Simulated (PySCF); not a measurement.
# A gas-phase reaction: FGeH3 + CH4O → CH6GeO + FH

Wanted: the reaction energy for `[F][GeH3]` + `CO` → `C[O][GeH3]` + `F`.

Computed with PySCF 2.14.0; each step states its level. No surroundings beyond the atoms listed, unless a continuum is named. Atoms count from 0, parts from 1.

## 1. The system as given

Each species was relaxed by itself at PBE0-D3(BJ)/def2-SVPD.

## 2. Energies of the species: wB97M-D3(BJ)/def2-TZVPD

What the job is given:

```
{"job": {"kind": "react", "xc": "wB97M-D3(BJ)", "basis": "def2-TZVPD"}, "charge": 0, "multiplicity": 1}
-1 FGeH3 charge 0 multiplicity 1
F      1.687790    -0.122360    -0.146070
Ge    -0.060440     0.000260     0.027360
H     -0.454280     1.334040    -0.618110
H     -0.638380    -1.212240    -0.711560
H     -0.333760    -0.034480     1.535460

-1 CH4O charge 0 multiplicity 1
C     -0.339520     0.038570    -0.025880
O      1.000900     0.448270    -0.124540
H     -0.960950     0.876480    -0.367460
H     -0.561260    -0.833440    -0.665880
H     -0.631000    -0.201270     1.011740
H      1.576790    -0.261480     0.167630

+1 CH6GeO charge 0 multiplicity 1
C     -0.414490    -1.287330    -0.267170
O     -0.861600    -0.031280     0.167530
Ge     0.320720     1.306380     0.291350
H      0.356630    -1.711570     0.402800
H     -1.271610    -1.976210    -0.275510
H      0.003310    -1.251140    -1.290650
H      1.425750     0.893040     1.283570
H     -0.490730     2.504120     0.790450
H      0.930830     1.552290    -1.102800

+1 FH charge 0 multiplicity 1
F      0.459440    -0.007040     0.023500
H     -0.459440     0.007040    -0.023500
```

Method: wB97M-D3(BJ)/def2-TZVPD reaction energy of separated species, gas phase.

Command:

```bash
OMP_NUM_THREADS=1 python cluster_run.py task.json out
```

One launch serves the whole session: the jobs run in the order shown.

The program printed:

```text
species 1 (FGeH3)
coarse grid: 20136 points
cycle   1  E = -2178.6604018054  dE = -7.363e-01  |g| = 8.293e-01  |ddm| = 1.656e+00
cycle   2  E = -2178.6237975957  dE =  3.660e-02  |g| = 1.052e+00  |ddm| = 9.146e-01
cycle   3  E = -2178.7486907770  dE = -1.249e-01  |g| = 6.928e-02  |ddm| = 4.545e-01
cycle   4  E = -2178.7491495082  dE = -4.587e-04  |g| = 3.015e-02  |ddm| = 4.754e-02
cycle   5  E = -2178.7492639276  dE = -1.144e-04  |g| = 2.951e-03  |ddm| = 1.809e-02
cycle   6  E = -2178.7492668314  dE = -2.904e-06  |g| = 5.720e-04  |ddm| = 5.700e-03
final grid: 40760 points
cycle   7  E = -2178.7491886944  dE = -1.062e-07  |g| = 5.537e-04  |ddm| = 1.340e-03
cycle   8  E = -2178.7491886842  dE =  1.025e-08  |g| = 6.614e-04  |ddm| = 4.946e-04
cycle   9  E = -2178.7491887420  dE = -5.787e-08  |g| = 2.793e-05  |ddm| = 2.551e-04
cycle  10  E = -2178.7491887424  dE = -3.870e-10  |g| = 1.908e-05  |ddm| = 5.240e-05
converged SCF energy = -2178.7491887424

species 2 (CH4O)
coarse grid: 20248 points
cycle   1  E = -115.7313907184  dE =  7.121e-02  |g| = 5.636e-01  |ddm| = 1.531e+00
cycle   2  E = -115.7261905675  dE =  5.200e-03  |g| = 6.290e-01  |ddm| = 6.640e-01
cycle   3  E = -115.7900677752  dE = -6.388e-02  |g| = 2.852e-02  |ddm| = 2.811e-01
cycle   4  E = -115.7902259957  dE = -1.582e-04  |g| = 6.697e-03  |ddm| = 3.257e-02
cycle   5  E = -115.7902386091  dE = -1.261e-05  |g| = 1.490e-03  |ddm| = 1.021e-02
cycle   6  E = -115.7902392147  dE = -6.056e-07  |g| = 5.702e-04  |ddm| = 2.220e-03
final grid: 43904 points
cycle   7  E = -115.7902251341  dE = -7.050e-08  |g| = 4.615e-04  |ddm| = 2.353e-03
cycle   8  E = -115.7902251567  dE = -2.257e-08  |g| = 3.442e-04  |ddm| = 5.972e-04
cycle   9  E = -115.7902251824  dE = -2.567e-08  |g| = 1.597e-05  |ddm| = 2.020e-04
cycle  10  E = -115.7902251825  dE = -8.976e-11  |g| = 1.346e-05  |ddm| = 4.421e-05
converged SCF energy = -115.7902251825

species 3 (CH6GeO)
coarse grid: 32608 points
cycle   1  E = -2193.9103790293  dE = -4.950e-01  |g| = 8.827e-01  |ddm| = 2.355e+00
cycle   2  E = -2193.8573973713  dE =  5.298e-02  |g| = 1.090e+00  |ddm| = 1.171e+00
cycle   3  E = -2194.0185343876  dE = -1.611e-01  |g| = 7.414e-02  |ddm| = 5.841e-01
cycle   4  E = -2194.0192324972  dE = -6.981e-04  |g| = 3.927e-02  |ddm| = 7.223e-02
cycle   5  E = -2194.0194276134  dE = -1.951e-04  |g| = 4.029e-03  |ddm| = 2.639e-02
cycle   6  E = -2194.0194321226  dE = -4.509e-06  |g| = 1.199e-03  |ddm| = 6.785e-03
final grid: 67688 points
cycle   7  E = -2194.0193207096  dE = -3.139e-07  |g| = 8.190e-04  |ddm| = 4.043e-03
cycle   8  E = -2194.0193207777  dE = -6.808e-08  |g| = 6.497e-04  |ddm| = 1.118e-03
cycle   9  E = -2194.0193208585  dE = -8.076e-08  |g| = 5.268e-05  |ddm| = 4.103e-04
cycle  10  E = -2194.0193208592  dE = -7.049e-10  |g| = 2.967e-05  |ddm| = 8.696e-05
converged SCF energy = -2194.0193208592

species 4 (FH)
coarse grid: 7776 points
cycle   1  E = -100.4688171516  dE = -9.408e-02  |g| = 4.644e-01  |ddm| = 6.197e-01
cycle   2  E = -100.4724982196  dE = -3.681e-03  |g| = 5.038e-01  |ddm| = 3.808e-01
cycle   3  E = -100.5053118131  dE = -3.281e-02  |g| = 2.574e-02  |ddm| = 1.678e-01
cycle   4  E = -100.5053877910  dE = -7.598e-05  |g| = 5.006e-03  |ddm| = 1.077e-02
cycle   5  E = -100.5053924322  dE = -4.641e-06  |g| = 4.334e-04  |ddm| = 3.766e-03
final grid: 16976 points
cycle   6  E = -100.5053935935  dE = -6.403e-08  |g| = 1.061e-04  |ddm| = 8.219e-04
cycle   7  E = -100.5053935969  dE = -3.446e-09  |g| = 8.110e-05  |ddm| = 2.179e-04
cycle   8  E = -100.5053935978  dE = -8.604e-10  |g| = 2.056e-05  |ddm| = 3.740e-05
converged SCF energy = -100.5053935978

Reaction energy = 8.468 kcal/mol
```

Run time: 33 s. Hardware: 1 thread of Arm Neoverse N1, shared host; peak memory 0.66 GiB.

Species by species (with the dispersion term, which the log's SCF energies lack):

```
 ν     species  energy (Eh)  HOMO (eV)
-1   [F][GeH3]  -2178.75180     -12.11
-1          CO   -115.79380     -10.52
+1  C[O][GeH3]  -2194.02647     -10.22
+1           F   -100.50563     -14.54
```

## 3. Reaction energy: PBE0-D3(BJ)/def2-TZVPD

Same as in step 2 but for these lines:

```diff
@@ -1,2 +1,2 @@
-{"job": {"kind": "react", "xc": "wB97M-D3(BJ)", "basis": "def2-TZVPD"}, "charge": 0, "multiplicity": 1}
+{"job": {"kind": "react", "xc": "PBE0", "basis": "def2-TZVPD", "disp": "d3bj"}, "charge": 0, "multiplicity": 1}
 -1 FGeH3 charge 0 multiplicity 1
```

Level: PBE0-D3(BJ)/def2-TZVPD reaction energy of separated species, gas phase.

The program printed:

```text
species 1 (FGeH3)
coarse grid: 20136 points
cycle   1  E = -2178.2679887401  dE = -6.521e-01  |g| = 8.678e-01  |ddm| = 1.645e+00
cycle   2  E = -2178.0737302211  dE =  1.943e-01  |g| = 1.459e+00  |ddm| = 1.127e+00
cycle   3  E = -2178.3516070635  dE = -2.779e-01  |g| = 1.847e-01  |ddm| = 7.219e-01
cycle   4  E = -2178.3555838732  dE = -3.977e-03  |g| = 2.718e-02  |ddm| = 1.032e-01
cycle   5  E = -2178.3556566346  dE = -7.276e-05  |g| = 3.272e-03  |ddm| = 1.339e-02
cycle   6  E = -2178.3556585799  dE = -1.945e-06  |g| = 2.399e-04  |ddm| = 1.992e-03
final grid: 40760 points
cycle   7  E = -2178.3556552755  dE = -2.971e-08  |g| = 2.298e-04  |ddm| = 7.216e-04
cycle   8  E = -2178.3556552655  dE =  1.002e-08  |g| = 3.509e-04  |ddm| = 2.557e-04
cycle   9  E = -2178.3556552837  dE = -1.815e-08  |g| = 3.040e-05  |ddm| = 1.571e-04
cycle  10  E = -2178.3556552838  dE = -1.501e-10  |g| = 4.233e-06  |ddm| = 2.101e-05
converged SCF energy = -2178.3556552838

species 2 (CH4O)
coarse grid: 4656 points
cycle   1  E = -115.5795263487  dE =  6.215e-02  |g| = 5.865e-01  |ddm| = 1.557e+00
cycle   2  E = -115.4916309814  dE =  8.790e-02  |g| = 9.144e-01  |ddm| = 8.412e-01
cycle   3  E = -115.6421032058  dE = -1.505e-01  |g| = 4.539e-02  |ddm| = 4.744e-01
cycle   4  E = -115.6424305978  dE = -3.274e-04  |g| = 1.801e-02  |ddm| = 3.325e-02
cycle   5  E = -115.6425000035  dE = -6.941e-05  |g| = 4.965e-03  |ddm| = 1.213e-02
cycle   6  E = -115.6425052811  dE = -5.278e-06  |g| = 3.239e-04  |ddm| = 3.594e-03
final grid: 43904 points
cycle   7  E = -115.6393356836  dE = -2.399e-05  |g| = 6.892e-03  |ddm| = 6.008e-02
cycle   8  E = -115.6393289323  dE =  6.751e-06  |g| = 9.227e-03  |ddm| = 7.545e-03
cycle   9  E = -115.6393444483  dE = -1.552e-05  |g| = 8.543e-04  |ddm| = 4.273e-03
cycle  10  E = -115.6393445849  dE = -1.366e-07  |g| = 1.506e-04  |ddm| = 5.567e-04
cycle  11  E = -115.6393445897  dE = -4.821e-09  |g| = 1.620e-05  |ddm| = 9.103e-05
cycle  12  E = -115.6393445897  dE = -4.638e-11  |g| = 2.357e-06  |ddm| = 1.583e-05
converged SCF energy = -115.6393445897

species 3 (CH6GeO)
coarse grid: 32608 points
cycle   1  E = -2193.4734511566  dE = -4.857e-01  |g| = 9.258e-01  |ddm| = 2.367e+00
cycle   2  E = -2193.1751367389  dE =  2.983e-01  |g| = 1.579e+00  |ddm| = 1.401e+00
cycle   3  E = -2193.5793678918  dE = -4.042e-01  |g| = 2.178e-01  |ddm| = 9.147e-01
cycle   4  E = -2193.5863341227  dE = -6.966e-03  |g| = 4.742e-02  |ddm| = 1.509e-01
cycle   5  E = -2193.5865532983  dE = -2.192e-04  |g| = 7.123e-03  |ddm| = 3.376e-02
cycle   6  E = -2193.5865628878  dE = -9.589e-06  |g| = 2.191e-03  |ddm| = 7.519e-03
final grid: 67688 points
cycle   7  E = -2193.5865384363  dE =  3.993e-07  |g| = 2.712e-03  |ddm| = 5.312e-03
cycle   8  E = -2193.5865373883  dE =  1.048e-06  |g| = 3.637e-03  |ddm| = 3.178e-03
cycle   9  E = -2193.5865399119  dE = -2.524e-06  |g| = 4.948e-04  |ddm| = 1.812e-03
cycle  10  E = -2193.5865399596  dE = -4.764e-08  |g| = 2.652e-05  |ddm| = 2.913e-04
cycle  11  E = -2193.5865399596  dE = -6.048e-11  |g| = 4.573e-06  |ddm| = 2.034e-05
converged SCF energy = -2193.5865399596

species 4 (FH)
coarse grid: 1712 points
cycle   1  E = -100.3541186688  dE = -3.605e-02  |g| = 4.957e-01  |ddm| = 6.253e-01
cycle   2  E = -100.3146003312  dE =  3.952e-02  |g| = 7.430e-01  |ddm| = 5.125e-01
cycle   3  E = -100.3938421482  dE = -7.924e-02  |g| = 2.284e-02  |ddm| = 2.892e-01
cycle   4  E = -100.3939177079  dE = -7.556e-05  |g| = 4.205e-03  |ddm| = 9.787e-03
cycle   5  E = -100.3939196917  dE = -1.984e-06  |g| = 3.556e-04  |ddm| = 1.247e-03
final grid: 16976 points
cycle   6  E = -100.3948397035  dE = -1.857e-05  |g| = 3.996e-03  |ddm| = 7.520e-03
cycle   7  E = -100.3948377796  dE =  1.924e-06  |g| = 5.496e-03  |ddm| = 3.352e-03
cycle   8  E = -100.3948418657  dE = -4.086e-06  |g| = 9.917e-05  |ddm| = 2.012e-03
cycle   9  E = -100.3948418670  dE = -1.276e-09  |g| = 1.777e-05  |ddm| = 3.920e-05
cycle  10  E = -100.3948418671  dE = -4.731e-11  |g| = 3.058e-06  |ddm| = 1.025e-05
converged SCF energy = -100.3948418671

Reaction energy = 7.738 kcal/mol
```

It took 19 s on 1 thread of Arm Neoverse N1, shared host; peak memory 0.6 GiB.

Reaction energy at this level: 7.74 kcal/mol.

## 4. Energies of the species: MP2/def2-TZVPD

Same as in step 3 but for these lines:

```diff
@@ -1,2 +1,2 @@
-{"job": {"kind": "react", "xc": "PBE0", "basis": "def2-TZVPD", "disp": "d3bj"}, "charge": 0, "multiplicity": 1}
+{"job": {"kind": "react", "xc": "MP2", "basis": "def2-TZVPD"}, "charge": 0, "multiplicity": 1}
 -1 FGeH3 charge 0 multiplicity 1
```

Method: MP2/def2-TZVPD reaction energy of separated species, gas phase.

The program printed:

```text
species 1 (FGeH3)
final grid: 40760 points
cycle   1  E = -2176.5571913607  dE = -8.747e-01  |g| = 6.103e-01  |ddm| = 1.635e+00
cycle   2  E = -2176.6000580944  dE = -4.287e-02  |g| = 4.673e-01  |ddm| = 5.169e-01
cycle   3  E = -2176.6248030132  dE = -2.474e-02  |g| = 3.166e-02  |ddm| = 2.114e-01
cycle   4  E = -2176.6252732151  dE = -4.702e-04  |g| = 8.177e-03  |ddm| = 5.108e-02
cycle   5  E = -2176.6252935737  dE = -2.036e-05  |g| = 3.104e-03  |ddm| = 1.258e-02
cycle   6  E = -2176.6252951238  dE = -1.550e-06  |g| = 7.473e-04  |ddm| = 3.003e-03
cycle   7  E = -2176.6252953697  dE = -2.459e-07  |g| = 2.200e-04  |ddm| = 1.429e-03
cycle   8  E = -2176.6252954013  dE = -3.163e-08  |g| = 4.658e-05  |ddm| = 3.849e-04
cycle   9  E = -2176.6252954026  dE = -1.253e-09  |g| = 5.931e-06  |ddm| = 1.077e-04
cycle  10  E = -2176.6252954026  dE = -2.183e-11  |g| = 9.137e-07  |ddm| = 1.581e-05
converged SCF energy = -2176.6252954026

species 2 (CH4O)
final grid: 43904 points
cycle   1  E = -115.0461720412  dE =  5.899e-02  |g| = 4.729e-01  |ddm| = 1.453e+00
cycle   2  E = -115.0808520331  dE = -3.468e-02  |g| = 2.725e-01  |ddm| = 4.369e-01
cycle   3  E = -115.0930369854  dE = -1.218e-02  |g| = 3.975e-02  |ddm| = 1.287e-01
cycle   4  E = -115.0934372171  dE = -4.002e-04  |g| = 8.732e-03  |ddm| = 3.512e-02
cycle   5  E = -115.0934619688  dE = -2.475e-05  |g| = 2.139e-03  |ddm| = 8.122e-03
cycle   6  E = -115.0934637623  dE = -1.793e-06  |g| = 6.164e-04  |ddm| = 3.401e-03
cycle   7  E = -115.0934639591  dE = -1.969e-07  |g| = 1.503e-04  |ddm| = 1.292e-03
cycle   8  E = -115.0934639741  dE = -1.501e-08  |g| = 2.631e-05  |ddm| = 2.702e-04
cycle   9  E = -115.0934639746  dE = -4.526e-10  |g| = 5.169e-06  |ddm| = 8.301e-05
converged SCF energy = -115.0934639746

species 3 (CH6GeO)
final grid: 67688 points
cycle   1  E = -2191.5542235490  dE = -5.654e-01  |g| = 6.404e-01  |ddm| = 2.306e+00
cycle   2  E = -2191.6067626290  dE = -5.254e-02  |g| = 4.579e-01  |ddm| = 6.634e-01
cycle   3  E = -2191.6358640228  dE = -2.910e-02  |g| = 4.926e-02  |ddm| = 2.566e-01
cycle   4  E = -2191.6366715469  dE = -8.075e-04  |g| = 1.362e-02  |ddm| = 7.067e-02
cycle   5  E = -2191.6367188142  dE = -4.727e-05  |g| = 3.962e-03  |ddm| = 1.448e-02
cycle   6  E = -2191.6367222832  dE = -3.469e-06  |g| = 8.675e-04  |ddm| = 5.177e-03
cycle   7  E = -2191.6367225136  dE = -2.304e-07  |g| = 2.813e-04  |ddm| = 1.912e-03
cycle   8  E = -2191.6367225402  dE = -2.661e-08  |g| = 7.738e-05  |ddm| = 4.902e-04
cycle   9  E = -2191.6367225433  dE = -3.156e-09  |g| = 1.930e-05  |ddm| = 1.398e-04
cycle  10  E = -2191.6367225436  dE = -2.469e-10  |g| = 4.316e-06  |ddm| = 4.650e-05
converged SCF energy = -2191.6367225436

species 4 (FH)
final grid: 16976 points
cycle   1  E = -100.0371199758  dE = -1.649e-01  |g| = 4.007e-01  |ddm| = 6.032e-01
cycle   2  E = -100.0578876740  dE = -2.077e-02  |g| = 2.336e-01  |ddm| = 2.533e-01
cycle   3  E = -100.0646340736  dE = -6.746e-03  |g| = 2.356e-02  |ddm| = 8.091e-02
cycle   4  E = -100.0647515027  dE = -1.174e-04  |g| = 6.199e-03  |ddm| = 1.253e-02
cycle   5  E = -100.0647672147  dE = -1.571e-05  |g| = 1.459e-03  |ddm| = 5.121e-03
cycle   6  E = -100.0647684876  dE = -1.273e-06  |g| = 2.290e-04  |ddm| = 1.848e-03
cycle   7  E = -100.0647685220  dE = -3.438e-08  |g| = 1.958e-05  |ddm| = 4.211e-04
cycle   8  E = -100.0647685222  dE = -1.860e-10  |g| = 2.360e-06  |ddm| = 2.495e-05
converged SCF energy = -100.0647685222

Reaction energy = 5.702 kcal/mol
```

Wall time 8.4 s (1 thread of Arm Neoverse N1, shared host); peak memory 0.5 GiB.

Reaction energy at this level: 5.70 kcal/mol.

## 5. Side by side

Energies in kcal/mol, with wall time:

| run | reaction | time |
| --- | --- | --- |
| wB97M-D3(BJ)/def2-TZVPD | 8.47 | 33 s |
| PBE0-D3(BJ)/def2-TZVPD | 7.74 | 19 s |
| MP2/def2-TZVPD | 5.70 | 8.4 s |

## 6. Summary of results

```
                                                quantity                  value
               reaction energy (wB97M-D3(BJ)/def2-TZVPD)          8.47 kcal/mol
                     ΔH, ΔG at 298 K (xTB thermal terms)    +7.7, +8.3 kcal/mol
range of the reaction energy over the runs of this table  5.70 to 8.47 kcal/mol
```

In words: The reaction is endothermic by 7.7 kcal/mol in the gas phase; dispersion gives -0.76, and xTB itself gave 21.36 for the electronic energy (xTB energies and thermal terms come from the earlier relaxation of each species, not shown). No barrier was sought. xTB and this level differ widely in the electronic energy, so what comes from xTB (the thermal terms above all) is less safe here. The reaction energy runs from 5.70 (MP2/def2-TZVPD) to 8.47 kcal/mol (wB97M-D3(BJ)/def2-TZVPD).
